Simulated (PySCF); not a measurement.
**CH₈SSeSi₂: geometry, electronic excitations**

Wanted: the electronic excitations of CH₈SSeSi₂ (`[SiH3]SC[SiH2][SeH]`), by calculation.

Programs: PySCF 2.14.0, with density-fitted response routines of our own. Each step states its level of theory. These are calculated values for one molecule in the gas phase, unless marked as measured. Atoms are numbered from 0 throughout.

## Step 1: Starting geometry

13 atoms, charge 0, multiplicity 1; geometry from: GFN2-xTB. The atoms were then displaced at random by about 0.01 Å, so the start is not that level's minimum.

Bonds of the start (Å): Si0–S1 2.15, S1–C2 1.84, C2–Si3 1.85, Si3–Se4 2.32, Si0–H5 1.47, Si0–H6 1.48, Si0–H7 1.43, C2–H8 1.12, C2–H9 1.08, Si3–H10 1.47, Si3–H11 1.45, Se4–H12 1.44.

## Step 2: Relaxing the molecule at PBE0-D3(BJ)/def2-SVP

Job settings and geometry (Å):

```
{"job": {"xc": "PBE0", "basis": "def2-SVP", "d3": "d3bj", "grid": 1, "shake": 0.01, "kind": "geom"}, "charge": 0, "multiplicity": 1}
Si     2.758120     0.279410     0.257680
S      1.139420    -1.081680    -0.138620
C     -0.299250     0.066330    -0.122450
Si    -1.825240    -0.982210    -0.165880
Se    -3.633400     0.457300    -0.016470
H      2.418550     0.972840     1.512360
H      2.773410     1.274610    -0.834630
H      3.928400    -0.534500     0.307930
H     -0.221630     0.674350     0.811970
H     -0.198110     0.725280    -0.966630
H     -1.947870    -1.856780     1.013900
H     -1.949060    -1.704400    -1.421150
H     -2.937520     1.692570    -0.248350
```

Run with:

```
OMP_NUM_THREADS=1 python probes_run.py task.json out
```

The driver reads the jobs from task.json and runs them one after another.

**Question.** This job is followed by: TDDFT PBE0/def2-TZVPD, vertical, gas phase, core orbitals frozen in the response. What will the session give for the following? point group; rotational constants (main isotopes); lowest singlet (PBE0/def2-TZVPD); brightest single state of those computed; lowest triplet.

As calculated:

| quantity | value |
| --- | --- |
| point group | C1 |
| rotational constants (main isotopes) | 5.62, 0.41, 0.39 GHz |
| lowest singlet (PBE0/def2-TZVPD) | 5.33 eV (232 nm), f = 0.004 |
| brightest single state of those computed | state 3, 5.51 eV, f = 0.044 |
| lowest triplet | 4.91 eV |

**Reading.** The start of the PBE0/def2-SVP relaxation was shaken at random by about 0.01 Å, so part of the energy gained, and of the first lengths quoted, undoes that. Over 8 steps the energy fell by 0.286 eV; of the close pairs, Si0–H7 changed most, 1.426 to 1.491 Å. The first singlet state (HOMO→LUMO+1 0.43, HOMO−1→LUMO+1 0.32) lies at 5.33 eV and is weak; of the 10 states computed, the strongest absorption comes from state 3 at 5.51 eV. The lowest triplet lies 0.42 eV below the lowest singlet (triplets in Tamm-Dancoff, singlets in full TDDFT).
